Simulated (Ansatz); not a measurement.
# ClGaH5NO: the cost of one run

All numbers below are computed with Ansatz 0.2.0 (RKS B3LYP/def2-SVP).

## 1. Starting point

Bond lengths: Ga1–N2 2.280 Å, N2–H3 1.060 Å, N2–H4 1.060 Å, Ga1–Cl5 2.240 Å, Ga1–H6 1.570 Å, Ga1–O7 2.090 Å, O7–H8 1.010 Å. Angles: Ga1–N2–H3 120.0°, Ga1–N2–H4 120.0°, H3–N2–H4 120.0°, N2–Ga1–Cl5 120.0°, N2–Ga1–H6 120.0°, N2–Ga1–O7 71.6°, Cl5–Ga1–H6 120.0°, Cl5–Ga1–O7 88.6°, H6–Ga1–O7 109.9°, Ga1–O7–H8 109.5°.

Coordinates:

```xyz
9

Ga    0.0000    0.0000    0.0000
N     0.0000    0.0000    2.2800
H    -0.8770   -0.2713    2.8100
H     0.8770    0.2713    2.8100
Cl    1.9398    0.0000   -1.1200
H    -1.3596    0.0000   -0.7850
O     0.4396   -1.9341    0.6590
H    -0.1933   -2.5903    0.2244
H     0.2823   -1.2421    1.8185
```

## 2. A restrained relaxation towards end A

Springs on the bonds that form and break draw the guess towards this end; the thresholds are loose.

input.yaml reads:

```yaml
crystal:
  periodic: [false, false, false]
  atoms:
    - { symbol: Ga, position_ang: [0.0, 0.0, 0.0] }
    - { symbol: "N", position_ang: [0.0, 0.0, 2.28] }
    - { symbol: H, position_ang: [-0.877, -0.2713, 2.81] }
    - { symbol: H, position_ang: [0.877, 0.2713, 2.81] }
    - { symbol: Cl, position_ang: [1.9398, 0.0, -1.12] }
    - { symbol: H, position_ang: [-1.3596, 0.0, -0.785] }
    - { symbol: O, position_ang: [0.4396, -1.9341, 0.659] }
    - { symbol: H, position_ang: [-0.1933, -2.5903, 0.2244] }
    - { symbol: H, position_ang: [0.2823, -1.2421, 1.8185] }
basis:
  gaussian: { orbitals: def2-SVP }
hamiltonian:
  xc: b3lyp
relax:
  f_tol: 0.15
  max_steps: 25
  restrain:
    - { distance: [0, 6], at: 2.99, k: 30.0 }
    - { distance: [8, 1], at: 2.26, k: 30.0 }
    - { distance: [0, 1], at: 1.93, k: 30.0 }
    - { distance: [8, 6], at: 1.01, k: 30.0 }
```

On the command line:

```console
$ ansatz run input.yaml --threads 2 --pin off --max-ram 3072MiB --backend cpu --events-out ev --progress --plain --runs-dir out
```

What time and memory should one allow on 2 threads of Arm Neoverse V1, shared host?

About 34 s, with a peak of 0.24 GiB.
